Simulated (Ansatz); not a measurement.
# CrF: the cost of one run

Computed with Ansatz 0.2.0 (the levels named in each step, unless a step's input says otherwise).

## (1) The structure to begin with

Bond lengths: F1–Cr2 1.868 Å.

As a file:

```xyz
2

F     0.0000    0.0000    0.0000
Cr    0.0000    0.0000    1.8682
```

## (2) A rough first relaxation, PBE-D4/def2-SVP

This run stands in another session on the same molecule. It ended at:

```xyz
2

F     0.0000    0.0000    0.0548
Cr    0.0000    0.0000    1.8134
```

## (3) Relaxation, PBE0-D4/def2-TZVPP

This run stands in another session on the same molecule. It ended at:

```xyz
2

F     0.0000    0.0000    0.0419
Cr    0.0000    0.0000    1.8263
```

## (4) Bond length 1.5702 Å, PBE0-D4/def2-QZVPP

Input file input.yaml:

```yaml
crystal:
  periodic: [false, false, false]
  atoms:
    - { symbol: F, position_ang: [0.0, 0.0, 0.0] }
    - { symbol: Cr, position_ang: [0.0, 0.0, 1.5702] }
magnetization:
  spin_polarized: true
  initial_magnetization: 5
basis:
  gaussian: { orbitals: def2-QZVPP.json }
hamiltonian:
  xc: pbe0
  dispersion: d4
```

The run is started by

```
$ ansatz run input.yaml --threads 4 --pin off --max-ram 10240MiB --backend cpu --events-out ev --progress --plain --runs-dir out
```

**Question.** How long does this run take on 4 threads of Intel Xeon at 2.50GHz (Skylake/Cascade Lake), shared host, and how much memory does it need?

About 7.1 s, with a peak of 0.32 GiB.
